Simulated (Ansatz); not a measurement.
# BrGaH5N: the cost of one run

Computed with Ansatz 0.2.0 through its Python package. Level of theory: r2SCAN/def2-SVPD.

## Step 1: Starting point

Bond lengths: N1–Ga2 1.911 Å, Ga2–Br3 2.367 Å, N1–H4 1.044 Å, N1–H5 1.044 Å, N1–H6 1.044 Å, Ga2–H7 1.610 Å, Ga2–H8 1.610 Å. Angles: N1–Ga2–Br3 109.4°, N1–Ga2–H7 109.4°, N1–Ga2–H8 109.4°, Br3–Ga2–H7 109.5°, Br3–Ga2–H8 109.5°, H7–Ga2–H8 109.6°, Ga2–N1–H4 109.8°, Ga2–N1–H5 109.9°, Ga2–N1–H6 109.8°, H4–N1–H5 109.1°, H4–N1–H6 109.1°, H5–N1–H6 109.1°.

No structure file is read: the coordinates are typed or built in the script.

## Step 2: The script

Input file brgah5n_ip.py:

```python
# -*- coding: utf-8 -*-
import ansatz as az


def energy(molecule, charge=0, unpaired=0):
    calc = (
        molecule.calculation()
        .basis(gaussian="def2-SVPD")
        .functional("r2scan")
    )
    if charge:
        calc = calc.charge(charge)
    if unpaired:
        calc = calc.spin("collinear", total=unpaired)
    return calc.run().report["free_energy_ev"]

GEOMETRY = """
N    -1.03600    0.21210    0.04190
Ga    0.79610   -0.31170   -0.10310
Br    2.17390    1.39390    0.78890
H    -1.28240    0.36630    1.04500
H    -1.65080   -0.53570   -0.34980
H    -1.19470    1.09750   -0.48870
H     1.02910   -1.67660    0.71870
H     1.16470   -0.54580   -1.65290
"""


def main():
    molecule = az.Crystal.molecule()
    for line in GEOMETRY.strip().splitlines():
        symbol, *xyz = line.split()
        molecule = molecule.atom(symbol, [float(v) for v in xyz])

    parent = energy(molecule, 0, 0)
    cation = energy(molecule, 1, 1)
    print(f"E(N)   = {parent:.5f} eV")
    print(f"E(N-1) = {cation:.5f} eV  (1 unpaired)")
    print(f"vertical ionisation energy {cation - parent:.3f} eV")
    anion = energy(molecule, -1, 1)
    print(f"E(N+1) = {anion:.5f} eV  (1 unpaired)")
    print(f"vertical electron affinity {parent - anion:.3f} eV" + ("" if anion < parent else " (unbound in this basis)"))
    print(f"fundamental gap IP - EA = {cation + anion - 2 * parent:.3f} eV")


if __name__ == "__main__":
    main()
```

## Step 3: The input behind the calls

The engine receives this input (first run):

```yaml
crystal:
  periodic: [false, false, false]
  atoms:
    - { symbol: "N", position_ang: [-1.036, 0.2121, 0.0419] }
    - { symbol: Ga, position_ang: [0.7961, -0.3117, -0.1031] }
    - { symbol: Br, position_ang: [2.1739, 1.3939, 0.7889] }
    - { symbol: H, position_ang: [-1.2824, 0.3663, 1.045] }
    - { symbol: H, position_ang: [-1.6508, -0.5357, -0.3498] }
    - { symbol: H, position_ang: [-1.1947, 1.0975, -0.4887] }
    - { symbol: H, position_ang: [1.0291, -1.6766, 0.7187] }
    - { symbol: H, position_ang: [1.1647, -0.5458, -1.6529] }
basis:
  gaussian:
    orbitals: def2-SVPD
hamiltonian:
  xc: r2scan
```

## Step 4: Launch

On the command line:

```console
python brgah5n_ip.py
```

**Question.** How long does this script take on 1 thread of Arm Neoverse V1, shared host, and how much memory does it need?

About 75 s, with a peak of 0.38 GiB.
